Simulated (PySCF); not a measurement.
# CH3FGeO (SMILES F[CH]1[O][GeH2]1) at BP86/6-31G

What is the vertical ionisation energy of CH3FGeO at BP86/6-31G? The job is set up through a Python script.

The calculation is run with PySCF 2.14.0.

## (1) The structure to begin with

The species is CH3FGeO (7 atoms), meant as a singlet with charge 0. As SMILES, `F[CH]1[O][GeH2]1`. The shape is that of a PBE0-D4/def2-TZVP optimisation.

Bond lengths: F1–C2 1.359 Å, C2–O3 1.361 Å, C2–Ge4 1.924 Å, O3–Ge4 1.867 Å, C2–H5 1.092 Å, Ge4–H6 1.528 Å, Ge4–H7 1.525 Å. Some angles: F1–C2–O3 114.5°, F1–C2–Ge4 119.4°, O3–C2–Ge4 66.8°, C2–O3–Ge4 71.2°, C2–Ge4–O3 42.0°, F1–C2–H5 108.9°, O3–C2–H5 117.1°, Ge4–C2–H5 124.0°, C2–Ge4–H6 122.8°, C2–Ge4–H7 119.4°.

## (2) The energy at BP86/6-31G

geometry.xyz reads:

```xyz
7
CH3FGeO
F      0.620300    -1.843500     0.496800
C      0.422600    -0.512700     0.688900
O      1.164100     0.290200    -0.122100
Ge    -0.637600     0.477700    -0.574100
H      0.452300    -0.300800     1.759600
H     -1.088200     1.916400    -0.327200
H     -0.872300    -0.095400    -1.967600
```

run.py reads:

```python
# F[CH]1[O][GeH2]1
from pyscf import gto, dft

mol = gto.Mole()
mol.atom = 'geometry.xyz'
mol.charge = 0
mol.verbose = 3
mol.max_memory = 1860
mol.basis = '6-31g'
mol.build()

mf = dft.RKS(mol)
mf.xc = 'bp86'
mf.conv_tol = 1e-10
mf.grids.level = 4
mf.kernel()
if not mf.converged:
    mf = mf.newton().run(mf.mo_coeff, mf.mo_occ)

e_tot = mf.e_tot
print('E = %.10f Eh' % e_tot)
```

On the command line:

```bash
OMP_NUM_THREADS=1 python run.py
```

Log:

```text
converged SCF energy = -2291.77052706092
E = -2291.7705270609 Eh
```

Wall time 9.3 s (1 thread of Arm Neoverse V2, shared host); peak memory 0.33 GiB.

## (3) The doublet cation at the same level

calc.py reads:

```python
from pyscf import gto, dft

molecule = gto.M(
    atom=[
    ('F', (0.620300, -1.843500, 0.496800)),
    ('C', (0.422600, -0.512700, 0.688900)),
    ('O', (1.164100, 0.290200, -0.122100)),
    ('Ge', (-0.637600, 0.477700, -0.574100)),
    ('H', (0.452300, -0.300800, 1.759600)),
    ('H', (-1.088200, 1.916400, -0.327200)),
    ('H', (-0.872300, -0.095400, -1.967600)),
],
    spin=1,
    basis='6-31g',
    verbose=4,
    charge=1,
    max_memory=1860,
)

mf = dft.UKS(molecule)
mf.xc = 'bp86'
mf.conv_tol = 1e-10
mf.grids.level = 4
mf.kernel()
if not mf.converged:
    mf = mf.newton().run(mf.mo_coeff, mf.mo_occ)

energy = mf.e_tot
print('Final energy', energy)
```

On the command line:

```bash
OMP_NUM_THREADS=1 python calc.py
```

Log:

```text
PySCF version 2.14.0

[INPUT] num. atoms = 7
[INPUT] num. electrons = 57
[INPUT] charge = 1
[INPUT] spin (= nelec alpha-beta = 2S) = 1
[INPUT] symmetry False subgroup None
[INPUT] Mole.unit = angstrom
[INPUT] Symbol           X                Y                Z      unit          X                Y                Z       unit  Magmom
[INPUT]  1 F      0.620300000000  -1.843500000000   0.496800000000 AA    1.172197115068  -3.483710110636   0.938815938684 Bohr   0.0
[INPUT]  2 C      0.422600000000  -0.512700000000   0.688900000000 AA    0.798598260241  -0.968862584065   1.301832327213 Bohr   0.0
[INPUT]  3 O      1.164100000000   0.290200000000  -0.122100000000 AA    2.199830181606   0.548398521349  -0.230735559809 Bohr   0.0
[INPUT]  4 Ge    -0.637600000000   0.477700000000  -0.574100000000 AA   -1.204889377023   0.902722169705  -1.084891768113 Bohr   0.0
[INPUT]  5 H      0.452300000000  -0.300800000000   1.759600000000 AA    0.854723126141  -0.568429618269   3.325162088785 Bohr   0.0
[INPUT]  6 H     -1.088200000000   1.916400000000  -0.327200000000 AA   -2.056399968752   3.621471145116  -0.618318387958 Bohr   0.0
[INPUT]  7 H     -0.872300000000  -0.095400000000  -1.967600000000 AA   -1.648408098458  -0.180279872284  -3.718225122694 Bohr   0.0

nuclear repulsion = 279.201884742752
number of shells = 32
number of NR pGTOs = 168
number of NR cGTOs = 60
basis = 6-31g
ecp = {}

******** <class 'pyscf.dft.uks.UKS'> ********
method = UKS
initial guess = minao
damping factor = 0
level_shift factor = 0
DIIS = <class 'pyscf.scf.diis.CDIIS'>
diis_start_cycle = 1
diis_space = 8
diis_damp = 0
SCF conv_tol = 1e-10
SCF conv_tol_grad = None
SCF max_cycles = 50
direct_scf = True
direct_scf_tol = 1e-13
number electrons alpha = 29  beta = 28
XC library pyscf.dft.libxc version 7.0.0
    S. Lehtola, C. Steigemann, M. J.T. Oliveira, and M. A.L. Marques.,  SoftwareX 7, 1–5 (2018)
XC functionals = bp86
    A. D. Becke.,  Phys. Rev. A 38, 3098 (1988)
    J. P. Perdew.,  Phys. Rev. B 33, 8822 (1986)
radial grids:
    Treutler-Ahlrichs [JCP 102, 346 (1995); DOI:10.1063/1.469408] (M4) radial grids

becke partition: Becke, JCP 88, 2547 (1988); DOI:10.1063/1.454033
pruning grids: <function nwchem_prune>
grids dens level: 4
symmetrized grids: False
atomic radii adjust function: <function treutler_atomic_radii_adjust>
small_rho_cutoff = 0
Set gradient conv threshold to 1e-05
tot grids = 163016
init E= -2291.68122080726
[... the frontier-level lines of each cycle are left out ...]

cycle= 1 E= -2291.23886334339  delta_E= 0.442  |g|= 0.611  |ddm|= 1.92
cycle= 2 E= -2289.28991315056  delta_E= 1.95  |g|= 2.01  |ddm|=  2.7
cycle= 3 E= -2291.31090541686  delta_E= -2.02  |g|= 0.501  |ddm|= 2.37
cycle= 4 E= -2291.40162791955  delta_E= -0.0907  |g|= 0.217  |ddm|= 0.562
cycle= 5 E= -2291.41568950949  delta_E= -0.0141  |g|= 0.0865  |ddm|= 0.268
cycle= 6 E= -2291.42007764883  delta_E= -0.00439  |g|= 0.0198  |ddm|= 0.13
cycle= 7 E= -2291.4202708339  delta_E= -0.000193  |g|= 0.00524  |ddm|= 0.0233
cycle= 8 E= -2291.42027927199  delta_E= -8.44e-06  |g|= 0.00135  |ddm|= 0.00603
cycle= 9 E= -2291.42027998867  delta_E= -7.17e-07  |g|= 0.000447  |ddm|= 0.00214
cycle= 10 E= -2291.42028010136  delta_E= -1.13e-07  |g|= 0.000122  |ddm|= 0.000622
cycle= 11 E= -2291.42028011363  delta_E= -1.23e-08  |g|= 2.76e-05  |ddm|= 0.000232
cycle= 12 E= -2291.42028011189  delta_E= 1.74e-09  |g|= 9.66e-06  |ddm|= 6.5e-05
cycle= 13 E= -2291.42028011435  delta_E= -2.46e-09  |g|= 2.71e-06  |ddm|= 1.38e-05
cycle= 14 E= -2291.42028011435  delta_E= -4.09e-12  |g|= 1.7e-06  |ddm|= 4.3e-06
Extra cycle  E= -2291.42028011435  delta_E= 1.82e-12  |g|= 4.19e-06  |ddm|= 5.85e-06
converged SCF energy = -2291.42028011435  <S^2> = 0.75136451  2S+1 = 2.001364
Final energy -2291.42028011435
```

It took 17 s on 1 thread of Arm Neoverse V2, shared host; peak memory 0.35 GiB.

## (4) Outcome

At BP86/6-31G:

| quantity | value |
| --- | --- |
| singlet CH3FGeO: total energy | -2291.77053 Eh |
| singlet CH3FGeO: dipole moment | 2.84 D |
| singlet CH3FGeO: HOMO energy | -6.10 eV |
| singlet CH3FGeO: LUMO energy | -2.00 eV |
| singlet CH3FGeO: HOMO–LUMO gap | 4.10 eV |
| doublet cation: total energy | -2291.42028 Eh |
| doublet cation: HOMO energy (highest over α and β) | -13.85 eV |
| doublet cation: LUMO energy (lowest over α and β) | -12.98 eV |
| doublet cation: ⟨S²⟩ | 0.751 |
| vertical ionisation energy (to the doublet cation) | 9.531 eV |

In words: The vertical ionisation energy comes to 9.53 eV (220 kcal/mol). The negative HOMO energy of the first species, 6.10 eV, lies 3.43 eV below that difference. Mulliken charges (singlet CH3FGeO) run from -0.50 on O3 to +0.41 on Ge4; they depend strongly on the basis.
